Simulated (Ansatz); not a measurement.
# SiO2 (Cristobalite): the cost of one run

Computed with Ansatz 0.2.0 (DFT, PBE, plane-wave PAW, default files, scalar-relativistic, as far as a step names no other, unless a step's input says otherwise).

The COD cell was measured well above room temperature, so it is larger than a cold one.

### Step 1. The structure to begin with

Symmetry: P4_12_12, No. 92, tetragonal system. Conventional cell: a = 4.988 Å, b = 4.988 Å, c = 6.970 Å, α = 90.00°, β = 90.00°, γ = 90.00°. Around Si (site symmetry 2) lie 4 O at 1.59 to 1.60 Å. O (site symmetry 1) is surrounded by 2 Si at 1.59 to 1.60 Å.

Structure file:

```cif
data_structure
_symmetry_space_group_name_H-M 'P4_12_12'
_symmetry_Int_Tables_number 92
_cell_length_a 4.9877
_cell_length_b 4.9877
_cell_length_c 6.9697
_cell_angle_alpha 90.000
_cell_angle_beta 90.000
_cell_angle_gamma 90.000
_cell_volume 173.39
loop_
_atom_site_label
_atom_site_type_symbol
_atom_site_symmetry_multiplicity
_atom_site_Wyckoff_symbol
_atom_site_fract_x
_atom_site_fract_y
_atom_site_fract_z
_atom_site_occupancy
Si1 Si 4 a 0.29490 0.29490 0.00000 1
O1 O 8 b 0.24160 0.09680 0.17470 1
```

### Step 2. Gradients at the starting positions

The input, input.yaml:

```yaml
crystal:
  lattice:
    - [4.9877, 0.0, 0.0]
    - [0.0, 4.9877, 0.0]
    - [0.0, 0.0, 6.9697]
  atoms:
    - { symbol: Si, position: [0.2949, 0.2949, 0.0] }
    - { symbol: Si, position: [0.2051, 0.7949, 0.25] }
    - { symbol: Si, position: [0.7051, 0.7051, 0.5] }
    - { symbol: Si, position: [0.7949, 0.2051, 0.75] }
    - { symbol: O, position: [0.2416, 0.0968, 0.1747] }
    - { symbol: O, position: [0.4032, 0.7416, 0.4247] }
    - { symbol: O, position: [0.7584, 0.9032, 0.6747] }
    - { symbol: O, position: [0.5968, 0.2584, 0.9247] }
    - { symbol: O, position: [0.7416, 0.4032, 0.5753] }
    - { symbol: O, position: [0.9032, 0.7584, 0.3253] }
    - { symbol: O, position: [0.2584, 0.5968, 0.0753] }
    - { symbol: O, position: [0.0968, 0.2416, 0.8253] }
kpoints:
  mp_grid: { grid: [5, 5, 4] }
scf:
  occupations: { method: fermi_dirac, width: 0.02 }
hamiltonian:
  xc: pbe
  pseudopotentials: { kind: paw }
output:
  forces: true
  stress: true
  populations: true
  efg: { quadrupole_moments_barn: { O: -0.02558 }, contact_densities: true }
```

Command:

```console
> ansatz run input.yaml --threads 1 --pin off --max-ram 2560MiB --backend cpu --events-out ev --progress --plain --runs-dir out
```

What time and memory should one allow on 1 thread of Arm Neoverse V2, shared host?

About 15 s, with a peak of 0.4 GiB.
